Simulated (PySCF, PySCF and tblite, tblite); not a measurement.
# C5H6OS: conformers and averaged spectra, part 2 of 2

PySCF and tblite. Atoms count from 0. The steps go on from the part before.

## 7. Shieldings, conformer 3: B97-2/pcSseg-1 in chloroform

Job settings and geometry (Å):

```
{"job": {"xc": "B97-2", "basis": "pcSseg-1", "solvent": "chloroform", "kind": "nmr", "pop": false}, "charge": 0, "multiplicity": 1}
S     -2.566254     0.526750     0.617897
C     -1.471973    -0.236032    -0.673625
C     -0.051889    -0.066393    -0.299579
C      0.753777    -0.783066     0.538652
C      2.012760    -0.137370     0.521982
C      1.876589     0.922191    -0.319668
O      0.632292     0.974619    -0.819916
H     -3.708867     0.217453     0.006153
H     -1.679427     0.271947    -1.614117
H     -1.737305    -1.290378    -0.729372
H      0.481425    -1.656511     1.094782
H      2.890911    -0.424731     1.062550
H      2.563573     1.682008    -0.635011
```

Standard output:

```text
coarse grid: 11864 points
cycle   1  E = -667.3231039024  dE =  1.213e+00  |g| = 4.547e-01  |ddm| = 3.461e+00
cycle   2  E = -667.3057813920  dE =  1.732e-02  |g| = 5.678e-01  |ddm| = 7.768e-01
cycle   3  E = -667.3683591767  dE = -6.258e-02  |g| = 7.794e-02  |ddm| = 3.943e-01
cycle   4  E = -667.3694596615  dE = -1.100e-03  |g| = 2.984e-02  |ddm| = 7.889e-02
cycle   5  E = -667.3696310282  dE = -1.714e-04  |g| = 1.086e-02  |ddm| = 3.046e-02
cycle   6  E = -667.3696580607  dE = -2.703e-05  |g| = 3.319e-03  |ddm| = 1.147e-02
cycle   7  E = -667.3696605420  dE = -2.481e-06  |g| = 8.194e-04  |ddm| = 3.332e-03
final grid: 111232 points
cycle   8  E = -667.4177036423  dE = -5.063e-05  |g| = 4.473e-03  |ddm| = 3.161e-02
cycle   9  E = -667.4176989285  dE =  4.714e-06  |g| = 6.612e-03  |ddm| = 6.204e-03
cycle  10  E = -667.4177065366  dE = -7.608e-06  |g| = 7.624e-04  |ddm| = 4.170e-03
cycle  11  E = -667.4177066187  dE = -8.218e-08  |g| = 3.580e-04  |ddm| = 7.897e-04
cycle  12  E = -667.4177066517  dE = -3.298e-08  |g| = 4.762e-05  |ddm| = 3.312e-04
cycle  13  E = -667.4177066521  dE = -3.887e-10  |g| = 2.561e-05  |ddm| = 5.013e-05
converged SCF energy = -667.4177066521

GIAO shielding tensors (ppm)
atom      isotropic    diamagn.    paramagn.     s11        s22        s33       span
  0 S      589.927    1055.077    -465.150    410.313    492.148    867.321    457.008
  1 C      157.652     246.560     -88.909    135.829    164.501    172.625     36.796
  2 C       32.368     256.594    -224.225    -41.297     39.282     99.119    140.416
  3 C       70.773     252.596    -181.823    -13.045     64.933    160.431    173.476
  4 C       70.165     255.929    -185.764    -15.209     65.186    160.519    175.727
  5 C       41.736     250.514    -208.778    -32.973     49.655    108.526    141.500
  6 O       32.503     397.981    -365.477    -95.689    -43.977    237.176    332.866
  7 H       29.237      28.586       0.651     22.064     25.628     40.018     17.954
  8 H       27.582      28.968      -1.386     22.265     27.105     33.376     11.111
  9 H       27.439      29.474      -2.035     22.036     26.806     33.474     11.438
 10 H       25.027      32.957      -7.930     22.477     24.650     27.955      5.478
 11 H       25.043      31.028      -5.985     23.114     25.594     26.421      3.308
 12 H       24.237      29.605      -5.368     21.178     25.142     26.390      5.212
```

Run time: 17 s. Hardware: 1 thread of Arm Neoverse V1, shared host; peak memory 0.85 GiB.

In short: HOMO -6.32 eV, LUMO -0.18 eV; dipole 1.97 D.

## 8. Single-point energy, conformer 3: PBE0/def2-SVP in chloroform

Changed since step 7:

```diff
@@ -1,2 +1,2 @@
-{"job": {"xc": "B97-2", "basis": "pcSseg-1", "solvent": "chloroform", "kind": "nmr", "pop": false}, "charge": 0, "multiplicity": 1}
+{"job": {"xc": "PBE0", "basis": "def2-SVP", "solvent": "chloroform", "kind": "sp"}, "charge": 0, "multiplicity": 1}
 S     -2.566254     0.526750     0.617897
```

Standard output:

```text
coarse grid: 11864 points
cycle   1  E = -666.6441840006  dE =  1.194e+00  |g| = 4.177e-01  |ddm| = 4.104e+00
cycle   2  E = -666.6335835490  dE =  1.060e-02  |g| = 4.980e-01  |ddm| = 8.243e-01
cycle   3  E = -666.6844863314  dE = -5.090e-02  |g| = 6.746e-02  |ddm| = 4.214e-01
cycle   4  E = -666.6853780313  dE = -8.917e-04  |g| = 2.408e-02  |ddm| = 8.129e-02
cycle   5  E = -666.6854998861  dE = -1.219e-04  |g| = 9.339e-03  |ddm| = 3.095e-02
cycle   6  E = -666.6855206213  dE = -2.074e-05  |g| = 2.752e-03  |ddm| = 1.173e-02
cycle   7  E = -666.6855223904  dE = -1.769e-06  |g| = 5.887e-04  |ddm| = 3.232e-03
final grid: 111232 points
cycle   8  E = -666.7655508870  dE = -1.762e-05  |g| = 1.022e-02  |ddm| = 3.050e-02
cycle   9  E = -666.7655258419  dE =  2.505e-05  |g| = 1.526e-02  |ddm| = 2.172e-02
cycle  10  E = -666.7655736782  dE = -4.784e-05  |g| = 1.745e-03  |ddm| = 1.260e-02
cycle  11  E = -666.7655743831  dE = -7.048e-07  |g| = 1.971e-04  |ddm| = 1.908e-03
cycle  12  E = -666.7655743909  dE = -7.845e-09  |g| = 1.039e-04  |ddm| = 3.168e-04
cycle  13  E = -666.7655743937  dE = -2.779e-09  |g| = 2.000e-05  |ddm| = 1.132e-04
cycle  14  E = -666.7655743938  dE = -7.469e-11  |g| = 8.738e-06  |ddm| = 2.676e-05
converged SCF energy = -666.7655743938
```

Run time: 7 s. Hardware: 1 thread of Arm Neoverse V1, shared host; peak memory 0.7 GiB.

In short: HOMO -6.48 eV, LUMO 0.05 eV; dipole 1.81 D.

## 9. Boltzmann average: properties at B97-2/pcSseg-1 in chloroform

Job settings and geometry (Å):

```
{"job": {"study": "conf", "smiles": "SCc1ccco1", "search": {"seed": 1136, "n_embed": 90, "ff_keep": 18, "window": 3.0, "nmax": 10, "temps": [200, 250, 298.15, 350, 400], "t_ref": 298.15, "order": 0.002}, "level": {"nmr": {"xc": "B97-2", "basis": "pcSseg-1", "solvent": "chloroform"}, "sp": {"xc": "PBE0", "basis": "def2-SVP", "solvent": "chloroform"}}, "kind": "conf"}, "charge": 0, "multiplicity": 1}
S     -2.559392     0.518874    -1.076041
C     -1.658937    -0.491723     0.182400
C     -0.204736    -0.233786     0.151100
C      0.805203    -0.815802    -0.559861
C      1.988249    -0.125642    -0.202326
C      1.610103     0.825662     0.692147
O      0.285737     0.771820     0.911260
H     -2.163782     1.698938    -0.604753
H     -1.880452    -1.522909    -0.083477
H     -2.083278    -0.250096     1.155994
H      0.715200    -1.631884    -1.246828
H      2.977914    -0.315131    -0.563311
H      2.163783     1.572167     1.225967
```

Standard output:

```text
conformer  sym    E(xTB)   E(DFT)   G(298.15 K)  weight  dipole/D
    1     C1      0.000    0.000    0.000   0.5660    1.651
    2     C1      0.327    0.377    0.362   0.3075    2.183
    3     C1      1.834    1.216    0.888   0.1265    1.812

mean shielding (ppm) by class
class atoms           200 K      250 K   298.15 K      350 K      400 K
  0 S  0            548.078     549.12    550.156    551.182    552.048
  1 C  1            157.789    157.779    157.771    157.765     157.76
  2 C  2             28.132     28.274     28.402     28.522     28.621
  3 C  3             73.649     73.556     73.472     73.392     73.325
  4 C  4             70.209     70.207     70.206     70.204     70.203
  5 C  5             42.546     42.531     42.514     42.497     42.481
  6 O  6             37.895     37.606     37.375     37.172     37.012
  7 H  7             29.444      29.45     29.451     29.451      29.45
  8 H  8,9           27.823     27.812     27.801     27.792     27.784
  9 H  10            25.164     25.161     25.158     25.155     25.152
 10 H  11            25.061      25.06     25.059     25.058     25.057
 11 H  12            24.276     24.275     24.274     24.272     24.271
```

Run time: 83 s. Hardware: 1 thread of Arm Neoverse V1, shared host. This counts the runs that the step sums up.

The search (ETKDG, MMFF94s, GFN2-xTB) embedded 90 structures, kept 3 distinct ones after the force field and 3 after xTB; 3 were carried on (window 3.0 kcal/mol at the search's own energies). Energies: PBE0/def2-SVP in chloroform with D3(BJ).

The conformers at 298 K:

| no. | group | mirror pair | ΔE xTB | ΔE DFT | ΔG | weight (%) | μ (D) | H7–S0–C1–C2 (°) | S0–C1–C2–O6 (°) | A, B, C (GHz) |
| --- | --- | --- | --- | --- | --- | --- | --- | --- | --- | --- |
| 1 | C1 | yes | 0.00 | 0.00 | 0.00 | 56.6 | 1.65 | -59 | 88 | 5.92, 1.29, 1.21 |
| 2 | C1 | yes | 0.33 | 0.38 | 0.36 | 30.7 | 2.18 | -58 | -93 | 5.93, 1.29, 1.20 |
| 3 | C1 | yes | 1.83 | 1.22 | 0.89 | 12.7 | 1.81 | 180 | -96 | 6.02, 1.28, 1.19 |

Energies in kcal/mol. ΔG holds xTB vibrations and rotation, symmetry numbers and mirror pairs.

Weights (%) by temperature:

| no. | 200 K | 250 K | 298 K | 350 K | 400 K |
| --- | --- | --- | --- | --- | --- |
| 1 | 67.2 | 61.1 | 56.6 | 52.9 | 50.2 |
| 2 | 26.7 | 29.3 | 30.7 | 31.6 | 32.1 |
| 3 | 6.1 | 9.6 | 12.7 | 15.5 | 17.8 |

How the weights hang on the way they are made:

| scheme | 1 | 2 | 3 | mean μ (D) |
| --- | --- | --- | --- | --- |
| DFT free energy | 57 | 31 | 13 | 1.83 |
| DFT energy, symmetry counted | 60 | 32 | 8 | 1.83 |
| DFT energy alone | 60 | 32 | 8 | 1.83 |
| xTB energy, symmetry counted | 62 | 36 | 3 | 1.84 |
| xTB free energy | 60 | 35 | 5 | 1.85 |
| lowest conformer only | 100 | 0 | 0 | 1.65 |
| equal weights | 33 | 33 | 33 | 1.88 |
| conformers found from three starts alone | 65 | 35 | 0 | 1.84 |

Shifts against references run at the same level ($^{13}$C TMS 186.8, $^{1}$H TMS 31.80 ppm of shielding), by class of atoms, at 298 K:

| atoms | environment | no. 1 | no. 2 | no. 3 | average |
| --- | --- | --- | --- | --- | --- |
| C2 | substituted aromatic carbon next to the ring oxygen | 158.9 | 159.3 | 154.5 | 158.4 |
| C5 | aromatic CH next to the ring oxygen | 144.4 | 143.9 | 145.1 | 144.3 |
| C4 | aromatic CH | 116.6 | 116.6 | 116.7 | 116.6 |
| C3 | aromatic CH | 113.1 | 112.7 | 116.1 | 113.4 |
| C1 | sp3 CH2 bonded to S, on an aromatic ring | 29.0 | 29.1 | 29.2 | 29.1 |
| H12 | hydrogen on an aromatic CH next to the ring oxygen | 7.52 | 7.52 | 7.57 | 7.53 |
| H11 | hydrogen on an aromatic CH | 6.74 | 6.75 | 6.76 | 6.74 |
| H10 | hydrogen on an aromatic CH | 6.65 | 6.59 | 6.78 | 6.65 |
| H8, H9 | hydrogen on an sp3 CH2 bonded to S, on an aromatic ring | 3.96 | 3.96 | 4.29 | 4.00 |
| H7 | hydrogen on a thiol sulfur | 2.45 | 2.08 | 2.57 | 2.35 |
| S0 | thiol sulfur | 549 (σ) | 535 (σ) | 590 (σ) | 550 (σ) |
| O6 | aromatic ring oxygen | 38.9 (σ) | 36.5 (σ) | 32.5 (σ) | 37.4 (σ) |

Effective distances for nuclear Overhauser effects, ⟨r⁻⁶⟩^(−1/6) over all pairs of two classes (Å): H10···H11 2.71; H11···H12 2.73; H7···H8 2.80; H8···H10 3.15; H7···H10 3.66.

## 10. Outcome

This closing draws on all 2 parts.

| quantity | value |
| --- | --- |
| conformers | 3; the first in weight is no. 1 (C1), 57 % at 298 K |
| root-mean-square dipole | 1.85 D |
| averaged $^{13}$C shifts (B97-2/pcSseg-1 in chloroform) | 158.4, 144.3, 116.6, 113.4, 29.1 ppm |
| averaged $^{1}$H shifts (B97-2/pcSseg-1 in chloroform) | 7.53, 6.74, 6.65, 4.00, 2.35 ppm |

**Reading.** At 298 K conformer 1 holds 57 % of the ensemble (67 % at 200 K, 50 % at 400 K). Among conformers over 5 %, H7 differs by 0.49 ppm, while the average moves by 0.01 ppm from 200 to 400 K. Protons on O, N, S or Se exchange and bind to solvent, so their values hold for the lone molecule only.
